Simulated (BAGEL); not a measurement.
**HF/STO-3G (density fitting with qzvpp-jkfit) run of C2H5FSi (SMILES F/C=C\[SiH3])**

Aim: the vertical singlet–triplet gap of C2H5FSi at HF/STO-3G (density fitting with qzvpp-jkfit), from 2 runs. 

Program for the calculation: BAGEL 1.2.2.

## Step 1: The system as given

C2H5FSi: 9 atoms, total charge 0, spin state singlet. As SMILES, `F/C=C\[SiH3]`. The coordinates come from a GFN2-xTB relaxation.

Bond lengths: F1–C2 1.346 Å, C2–C3 1.319 Å, C3–Si4 1.886 Å, C2–H5 1.083 Å, C3–H6 1.080 Å, Si4–H7 1.458 Å, Si4–H8 1.466 Å, Si4–H9 1.466 Å. Some angles: F1–C2–C3 122.4°, C2–C3–Si4 125.4°, F1–C2–H5 110.7°, C3–C2–H5 126.9°, C2–C3–H6 116.0°, Si4–C3–H6 118.6°, C3–Si4–H7 110.5°, C3–Si4–H8 107.2°, C3–Si4–H9 107.3°, H7–Si4–H8 111.0°.

## Step 2: A single-point energy at HF/STO-3G (density fitting with qzvpp-jkfit)

Input file job.json:

```json
{ "bagel": [

{
  "title": "molecule",
  "basis": "sto-3g",
  "df_basis": "qzvpp-jkfit",
  "angstrom": true,
  "geometry": [
    { "atom": "F", "xyz": [   -0.363650,    0.881310,   -1.895510 ] },
    { "atom": "C", "xyz": [    0.640970,    0.977740,   -1.005370 ] },
    { "atom": "C", "xyz": [    0.640900,    0.314300,    0.134320 ] },
    { "atom": "Si", "xyz": [   -0.717410,   -0.857350,    0.716930 ] },
    { "atom": "H", "xyz": [    1.406220,    1.655860,   -1.363830 ] },
    { "atom": "H", "xyz": [    1.498580,    0.468560,    0.772100 ] },
    { "atom": "H", "xyz": [   -1.776080,   -0.946660,   -0.281530 ] },
    { "atom": "H", "xyz": [   -0.094650,   -2.165590,    0.940680 ] },
    { "atom": "H", "xyz": [   -1.234880,   -0.328170,    1.982210 ] }
  ]
},
{
  "title": "hf"
},
{
  "title": "print",
  "file": "orbitals.molden",
  "orbitals": true
}

]}
```

Launch:

```sh
$ BAGEL_NUM_THREADS=1 BAGEL job.json > job.out
```

The log of the run:

```text
* using 1 threads per process

  ===============================================================
  ===============================================================

  *** Geometry ***

  { "atom" : "F", "xyz" : [     -0.687199,      1.665435,     -3.581995 ] },
  { "atom" : "C", "xyz" : [      1.211258,      1.847661,     -1.899874 ] },
  { "atom" : "C", "xyz" : [      1.211125,      0.593941,      0.253828 ] },
  { "atom" : "Si", "xyz" : [     -1.355708,     -1.620157,      1.354801 ] },
  { "atom" : "H", "xyz" : [      2.657371,      3.129122,     -2.577265 ] },
  { "atom" : "H", "xyz" : [      2.831906,      0.885450,      1.459058 ] },
  { "atom" : "H", "xyz" : [     -3.356305,     -1.788928,     -0.532015 ] },
  { "atom" : "H", "xyz" : [     -0.178863,     -4.092372,      1.777628 ] },
  { "atom" : "H", "xyz" : [     -2.333585,     -0.620151,      3.745834 ] },

  Number of auxiliary basis functions:      445

  Since a DF basis is specified, we compute 2- and 3-index integrals:
    o Being stored without compression. Storage requirement is 0.003 GB

  Number of basis functions:       29
  Number of electrons      :       40

    * METHOD: MOLECULE                             0.13

  *** RHF ***

  === Nuclear Repulsion ===
   152.7080040210

      * DIIS with orbital gradients will be used.

  === RHF iteration (sto-3g) ===
      0       -461.26107641          0.01396454           0.01
      1       -461.31551607          0.00437006           0.01
      2       -461.32019860          0.00122974           0.01
      3       -461.32079705          0.00042672           0.01
      4       -461.32086276          0.00010259           0.01
      5       -461.32086943          0.00001768           0.01
      6       -461.32086963          0.00000396           0.01
      7       -461.32086964          0.00000149           0.01
      8       -461.32086964          0.00000025           0.01
      9       -461.32086964          0.00000011           0.01
     10       -461.32086964          0.00000002           0.01
     11       -461.32086964          0.00000001           0.01
    * SCF iteration converged.

    * Permanent dipole moment:
           (   -0.182113,     0.044820,    -0.266800) a.u.

    * METHOD: HF                                   0.23

    * METHOD: PRINT                                0.00

  ===============================================================
```

Run time: 0.59 s. Hardware: 1 thread of AMD EPYC 7B13 (Zen 3), shared host; peak memory 0.08 GiB.

## Step 3: The triplet

Input file hf.json:

```json
{ "bagel": [

{
  "title": "molecule",
  "basis": "sto-3g",
  "df_basis": "qzvpp-jkfit",
  "angstrom": true,
  "geometry": [
    { "atom": "F", "xyz": [      -0.363650,       0.881310,      -1.895510 ] },
    { "atom": "C", "xyz": [       0.640970,       0.977740,      -1.005370 ] },
    { "atom": "C", "xyz": [       0.640900,       0.314300,       0.134320 ] },
    { "atom": "Si", "xyz": [      -0.717410,      -0.857350,       0.716930 ] },
    { "atom": "H", "xyz": [       1.406220,       1.655860,      -1.363830 ] },
    { "atom": "H", "xyz": [       1.498580,       0.468560,       0.772100 ] },
    { "atom": "H", "xyz": [      -1.776080,      -0.946660,      -0.281530 ] },
    { "atom": "H", "xyz": [      -0.094650,      -2.165590,       0.940680 ] },
    { "atom": "H", "xyz": [      -1.234880,      -0.328170,       1.982210 ] }
  ]
},

{ "title": "uhf", "nopen": 2 },

{ "title": "print", "file": "orbitals.molden", "orbitals": true }

]}
```

Launch:

```sh
$ BAGEL_NUM_THREADS=1 BAGEL hf.json > hf.out
```

The log of the run:

```text
* using 1 threads per process

  ===============================================================
  ===============================================================

  *** Geometry ***

  { "atom" : "F", "xyz" : [     -0.687199,      1.665435,     -3.581995 ] },
  { "atom" : "C", "xyz" : [      1.211258,      1.847661,     -1.899874 ] },
  { "atom" : "C", "xyz" : [      1.211125,      0.593941,      0.253828 ] },
  { "atom" : "Si", "xyz" : [     -1.355708,     -1.620157,      1.354801 ] },
  { "atom" : "H", "xyz" : [      2.657371,      3.129122,     -2.577265 ] },
  { "atom" : "H", "xyz" : [      2.831906,      0.885450,      1.459058 ] },
  { "atom" : "H", "xyz" : [     -3.356305,     -1.788928,     -0.532015 ] },
  { "atom" : "H", "xyz" : [     -0.178863,     -4.092372,      1.777628 ] },
  { "atom" : "H", "xyz" : [     -2.333585,     -0.620151,      3.745834 ] },

  Number of auxiliary basis functions:      445

  Since a DF basis is specified, we compute 2- and 3-index integrals:
    o Being stored without compression. Storage requirement is 0.003 GB

  Number of basis functions:       29
  Number of electrons      :       40

    * METHOD: MOLECULE                             0.14

  *** Open-shell HF ***

  === Nuclear Repulsion ===
   152.7080040210

      * DIIS with orbital gradients will be used.

  === UHF iteration (sto-3g) ===
      0       -461.12227835          0.02298593           0.03
      1       -461.17746017          0.00583434           0.03
      2       -461.18269460          0.00215748           0.03
      3       -461.18377899          0.00103006           0.03
      4       -461.18431767          0.00048718           0.03
      5       -461.18446187          0.00004836           0.03
      6       -461.18446421          0.00001035           0.03
      7       -461.18446478          0.00000262           0.03
      8       -461.18446495          0.00000103           0.03
      9       -461.18446503          0.00000045           0.03
     10       -461.18446504          0.00000011           0.03
     11       -461.18446504          0.00000003           0.03
     12       -461.18446504          0.00000001           0.02
     13       -461.18446504          0.00000000           0.02
    * SCF iteration converged.

    * S^2 (UHF) is 2.0231

    * Permanent dipole moment:
           (   -0.165259,     0.084865,    -0.318330) a.u.

    * METHOD: UHF                                  0.46

    * METHOD: PRINT                                0.00

  ===============================================================
```

Wall time 0.81 s (1 thread of AMD EPYC 7B13 (Zen 3), shared host); peak memory 0.08 GiB.

## Step 4: What came out

Level: HF/STO-3G (density fitting with qzvpp-jkfit).

| quantity | value |
| --- | --- |
| singlet: total energy | -461.32087 Eh |
| singlet: dipole moment | 0.83 D |
| singlet: HOMO energy | -7.94 eV |
| singlet: LUMO energy | 8.68 eV |
| singlet: HOMO–LUMO gap | 16.62 eV |
| triplet: total energy | -461.18447 Eh |
| triplet: dipole moment | 0.94 D |
| triplet: ⟨S²⟩ | 2.023 |
| vertical energy of the triplet above the singlet | 3.712 eV |

What this shows: At this shape the triplet lies 3.71 eV (86 kcal/mol) above the singlet. In a minimal basis such a difference can be off by several eV, whatever the method.
